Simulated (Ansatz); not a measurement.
**Al₂Cl₂H₄O₂: a ladder of functionals and wavefunction methods**

The task here is to estimate one member of a computed series from the others.

Program: Ansatz 0.2.0, Gaussian basis. Level of theory: functionals in def2-TZVPP, the program's frozen cores in correlated methods. These are calculated values, not measurements.

Plan: LDA (SPW92), PBE-D4, revPBE-D4, BLYP-D4, r2SCAN-D4, B97M-V, PBE0-D4, B3LYP-D4, r2SCANh-D4, r2SCAN0-D4, HSE06-D4, BHLYP-D4, CAM-B3LYP-D4, LC-ωPBE, ωB97X-V, ωB97M-V, B2PLYP, PBE-QIDH; CCSD(T)/def2-SVP; CCSD(T)/def2-TZVPP; MP2/def2-QZVPP; extrapolation to the limit; RPA on PBE.

### The geometry

The geometry comes from an earlier relaxation with PBE0-D4 in a triple-zeta def2 set; it is a stationary point, not always the lowest conformer.

10 atoms, charge 0, spin multiplicity 1.

Atoms are counted from 1 here; the program's logs count them from 0.

Bond lengths: Cl1–Al2 2.109 Å, Al2–O3 1.841 Å, Al2–O6 1.842 Å, Al2–H7 1.569 Å, O3–Al4 1.842 Å, O3–H8 0.958 Å, Al4–Cl5 2.109 Å, Al4–O6 1.841 Å, Al4–H9 1.569 Å, O6–H10 0.958 Å. Angles: Cl1–Al2–O3 112.9°, Cl1–Al2–O6 108.2°, Cl1–Al2–H7 119.2°, O3–Al2–O6 81.1°, O3–Al2–H7 112.6°, O6–Al2–H7 116.8°, Al2–O3–Al4 98.9°, Al2–O3–H8 125.3°, Al4–O3–H8 124.7°, O3–Al4–Cl5 108.2°, O3–Al4–O6 81.1°, O3–Al4–H9 116.8°, Cl5–Al4–O6 112.8°, Cl5–Al4–H9 119.2°, O6–Al4–H9 112.6°, Al2–O6–Al4 98.9°, Al2–O6–H10 124.7°, Al4–O6–H10 125.3°.

As a file:

```
Cl    0.49100   -1.29757    2.68371
Al    0.99605   -0.64309    0.74391
O    -0.29612   -1.04357   -0.50530
Al   -0.99620    0.64285   -0.74404
Cl   -0.49071    1.29789   -2.68353
O     0.29598    1.04333    0.50516
H     2.45008   -0.88794    0.20800
H    -0.21216   -1.70151   -1.19613
H    -2.44999    0.88827   -0.20773
H     0.21208    1.70133    1.19594
```

Set-up of the first run:

in.yaml

```yaml
crystal:
  periodic: [false, false, false]
  atoms:
    - {symbol: Cl, position_ang: [0.491000, -1.297569, 2.683707]}
    - {symbol: Al, position_ang: [0.996053, -0.643094, 0.743908]}
    - {symbol: O, position_ang: [-0.296116, -1.043573, -0.505297]}
    - {symbol: Al, position_ang: [-0.996204, 0.642853, -0.744036]}
    - {symbol: Cl, position_ang: [-0.490708, 1.297893, -2.683528]}
    - {symbol: O, position_ang: [0.295976, 1.043335, 0.505161]}
    - {symbol: H, position_ang: [2.450079, -0.887940, 0.207997]}
    - {symbol: H, position_ang: [-0.212158, -1.701507, -1.196134]}
    - {symbol: H, position_ang: [-2.449990, 0.888269, -0.207730]}
    - {symbol: H, position_ang: [0.212079, 1.701333, 1.195941]}
basis:
  gaussian: {orbitals: def2-TZVPP}
hamiltonian: {xc: lda}
output: {orbitals: {seedname: orbitals}}
```

Steps of the session up to this table: LDA; PBE-D4 (GGA); revPBE-D4 (GGA); BLYP-D4 (GGA); r2SCAN-D4 (meta-GGA); B97M-V (meta-GGA); PBE0-D4 (hybrid); B3LYP-D4 (hybrid); r2SCANh-D4 (hybrid); r2SCAN0-D4 (hybrid); HSE06-D4 (hybrid); BHLYP-D4 (hybrid); CAM-B3LYP-D4 (range-separated); LC-ωPBE (range-separated); ωB97X-V (range-separated); ωB97M-V (range-separated); B2PLYP (double hybrid); PBE-QIDH (double hybrid).

One table of the session follows, with a row left open; its other results are not shown here.

It belongs to the step «Orbital energies across the functionals». 

| functional | HOMO (eV) | gap (eV) |
| --- | --- | --- |
| LDA (SPW92) | -7.41 | 5.90 |
| PBE-D4 | -7.32 | 6.06 |
| revPBE-D4 | -7.28 | 6.14 |
| BLYP-D4 | -7.19 | 6.01 |
| r2SCAN-D4 | -7.68 | 6.90 |
| B97M-V | -7.76 | 6.69 |
| PBE0-D4 | ? | ? |
| B3LYP-D4 | -8.44 | 7.73 |
| r2SCANh-D4 | -8.17 | 7.64 |
| r2SCAN0-D4 | -8.91 | 8.75 |
| HSE06-D4 | -8.28 | 7.45 |
| BHLYP-D4 | -9.94 | 10.19 |
| CAM-B3LYP-D4 | -10.07 | 10.45 |
| LC-ωPBE | -11.49 | 13.05 |
| ωB97X-V | -11.12 | 12.51 |
| ωB97M-V | -10.91 | 11.94 |

Q: Estimate the row for PBE0-D4 from the others.

**Answer.** HOMO (eV): -8.68; gap (eV): 8.22. In the column «HOMO (eV)» it lies between r2SCAN0-D4 (-8.91) and B3LYP-D4 (-8.44).
